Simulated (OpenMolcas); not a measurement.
**Ni²⁺ among point charges: CASSCF levels and susceptibility**

How does a field of 6 point charges split the states of Ni²⁺, and what χT follows?

The numbers are computed with OpenMolcas 26.06 (state-averaged CASSCF, spin-orbit coupling by RASSI with atomic mean-field integrals), except any that are marked as measured or tabulated.

1 further run of the same task is left out (it didn't finish).

## Step 1: What is computed

- Species: Ni²⁺ (nickel, Z = 28, 26 electrons)
- Basis: ANO-RCC-VDZP [5s4p2d1f], 34 functions
- Scalar Hamiltonian: DKH2, point nucleus
- Inactive shells: 1s 2s 2p 3s 3p
- Active space: 8 electrons in 5 orbitals (3d)
- Some configurations of this space: 3d⁸
- Orbitals: optimised for each spin and parity, averaged over all roots

The outer shells:

3d8
```
3d [↑↓][↑↓][↑↓][↑ ][↑ ]
```

The ion sits among 6 point charges of -1.5 e arranged as a tetragonal octahedron (D4h), 1.69 Å from the ion, with the axial distance 1.758 Å. The active orbitals were held to one l.

The work runs as a chain of OpenMolcas steps in one folder; each step below is one input file. Labels, J, g values, rates, χT and fits are worked out afterwards by a script from the matrices that RASSI stores. The input lists half of the charges; inversion (Group=XYZ) makes the rest.

## Step 2: One- and two-electron integrals

Contents of a.inp:

```
&GATEWAY
Coord
1

Ni 0.0 0.0 0.0
Basis=ANO-RCC-VDZP
Group=XYZ
NoMove
AngMom=0.0 0.0 0.0
AMFI
XField
3 Angstrom 0
1.690000 0.000000 0.000000 -1.500000
0.000000 1.690000 0.000000 -1.500000
0.000000 0.000000 1.757600 -1.500000
&SEWARD
```

Command:

```console
OMP_NUM_THREADS=1 MOLCAS_MEM=1689 MOLCAS_PROJECT=a pymolcas a.inp > a.log
```

## Step 3: CASSCF: triplets of even parity, 10 roots

Contents of a.inp:

```
&RASSCF
FileOrb=start.orb
Symmetry=1
Spin=3
nActEl=8 0 0
Inactive=3 6
Ras2=5 0
CIRoot=10 10 1
SDav=10
CIMx=300
Iter=120 100
PrWF=0.3
OrbListing=Nothing
MaxOrb=0
SupSym
1
10 4 5 6 7 8 11 12 13 14 15
0
>>> COPY $Project.JobIph JOB001
```

start.orb holds the contracted functions of the basis, ordered by shell, or the orbitals of the step before.

## Step 4: CASSCF: singlets of even parity, 15 roots

Contents of a.inp:

```
&RASSCF
FileOrb=start.orb
Symmetry=1
Spin=1
nActEl=8 0 0
Inactive=3 6
Ras2=5 0
CIRoot=15 15 1
SDav=15
CIMx=300
Iter=120 100
PrWF=0.3
OrbListing=Nothing
MaxOrb=0
SupSym
1
10 4 5 6 7 8 11 12 13 14 15
0
>>> COPY $Project.JobIph JOB002
```

## Step 5: State interaction with spin-orbit coupling

Contents of a.inp:

```
&RASSI
NrOfJobIphs=2 10 15
1 2 3 4 5 6 7 8 9 10
1 2 3 4 5 6 7 8 9 10 11 12 13 14 15
IphNames
JOB001
JOB002
EJob
SpinOrbit
DIPRint=1.0
SOCoupling=1000.0
Subsets=2
Property=9
'ANGMOM' 1 'ANGMOM' 2 'ANGMOM' 3 'MLTPL  1' 1 'MLTPL  1' 2 'MLTPL  1' 3
'AMFI' 1 'AMFI' 2 'AMFI' 3
SOProperty=3
'ANGMOM' 1 'ANGMOM' 2 'ANGMOM' 3
```

**Question.** What will these runs give? Wanted: spin-free ground state; first state of the same spin within the active space; lowest level; next level.

The runs gave:

| quantity | value |
| --- | --- |
| method | CASSCF |
| spin-free ground state | 3B1, 1-fold in its orbital part |
| first state of the same spin within the active space | 3E at 6220 cm⁻¹ |
| lowest level | 1-fold B2 |
| next level | 2.3 cm⁻¹ |
| χT at 300 K | 1.52 cm³ K/mol |
| effective moment at 300 K | 3.49 μB |

What this shows: The spin-free ground state (3B1) comes to 100 % from free-ion F terms and keeps the highest spin of the shell. χT at 300 K is 1.52, against 1.00 cm³ K/mol for the spin alone, so orbital moment adds to it. The field of point charges can differ much from that of real complexes. Point charges carry no covalency, so the field is a model and not that of real ligands.
